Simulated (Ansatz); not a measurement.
**Cd: stress in a strained cell**

Cd is deformed so: equal xy, yz and zx engineering shear strains of +1 %. What stress and forces result, by LAPW, PAW and all-electron datasets made for the crystal?

Computed with Ansatz 0.2.0 (DFT PBEsol, scalar-relativistic, unless a step's input says otherwise).

## Step 1: Starting point

Symmetry: P6_3/mmc, No. 194, hexagonal system. Conventional cell: a = 2.979 Å, b = 2.979 Å, c = 5.618 Å, α = 90.00°, β = 90.00°, γ = 120.00°. Around Cd (site symmetry -6m2) lie 12 Cd at 2.98 to 3.29 Å.

Structure file:

```
CELL_PARAMETERS angstrom
2.97887 0.00000 0.00000
-1.48944 2.57978 0.00000
0.00000 0.00000 5.61765
ATOMIC_POSITIONS crystal
Cd 0.33333 0.66667 0.25000
Cd 0.66667 0.33333 0.75000
```

Atoms are numbered in the order of the input: Cd1, Cd2.

## Step 2: After the deformation

Space group P6_3/mmc before, P-1 after.

## Step 3: All-electron LAPW

Contents of input.yaml:

```yaml
crystal:
  lattice:
    - [2.9788725081, 0.0148943625, 0.0148943625]
    - [-1.4765373577, 2.5723320853, 0.0054517151]
    - [0.02808825, 0.02808825, 5.61765]
  atoms:
    - { symbol: Cd, position: [0.3333333333, 0.6666666667, 0.25] }
    - { symbol: Cd, position: [0.6666666667, 0.3333333333, 0.75] }
kpoints:
  mp_grid: { grid: [14, 14, 7] }
  band_path:
    path:
      - [0.0, 0.0, 0.0]
      - [0.0, -0.5, 0.0]
      - [0.0, 0.0, 0.5]
      - [0.0, 0.0, 0.0]
      - [-0.5, 0.0, 0.0]
      - [-0.5, 0.5, -0.5]
      - [0.0, 0.0, 0.0]
      - [-0.5, 0.0, -0.5]
      - [-0.5, 0.5, 0.0]
    npoints: 5
scf:
  occupations: { method: fermi_dirac, width: 0.05 }
hamiltonian:
  xc: pbesol
  pseudopotentials: { kind: all_electron, lapw: { basis_error: 0.00025 } }
output:
  forces: true
  stress: true
  eigenvalues: true
```

On the command line:

```bash
> ansatz run input.yaml --threads 1 --pin off --max-ram 3072MiB --backend cpu --events-out ev --progress --plain --runs-dir out
```

## Step 4: PAW on the default files

Contents of input.yaml:

```yaml
crystal:
  lattice:
    - [2.9788725081, 0.0148943625, 0.0148943625]
    - [-1.4765373577, 2.5723320853, 0.0054517151]
    - [0.02808825, 0.02808825, 5.61765]
  atoms:
    - { symbol: Cd, position: [0.3333333333, 0.6666666667, 0.25] }
    - { symbol: Cd, position: [0.6666666667, 0.3333333333, 0.75] }
kpoints:
  mp_grid: { grid: [14, 14, 7] }
scf:
  occupations: { method: fermi_dirac, width: 0.05 }
hamiltonian:
  xc: pbesol
  pseudopotentials: { kind: paw }
output:
  forces: true
  stress: true
  eigenvalues: true
  efg: { contact_densities: true }
```

## Step 5: Datasets made for this crystal

input.yaml, as its differences from that of step 4:

```diff
@@ -14,3 +14,3 @@
   xc: pbesol
-  pseudopotentials: { kind: paw }
+  pseudopotentials: { kind: all_electron, datasets: crystal }
 output:
```

(Steps that only read results are left out.)

**Question.** What will these runs give? Wanted: pressure; largest shear or deviatoric stress.

As calculated:

```
                                 quantity                                              value
                                 pressure  LAPW -1.42, PAW -1.41, crystal datasets -1.42 GPa
largest shear or deviatoric stress (LAPW)                                           0.14 GPa
```

In words: The largest part of the stress beyond the pressure is 0.14 GPa in size, in the xy component; the atoms are carried along and not relaxed. No run of the undeformed cell stands beside it, so the pressure holds what the given cell had before the change. PAW: stress within 0.01 GPa of LAPW. Crystal datasets: stress within 0.01 GPa of LAPW.
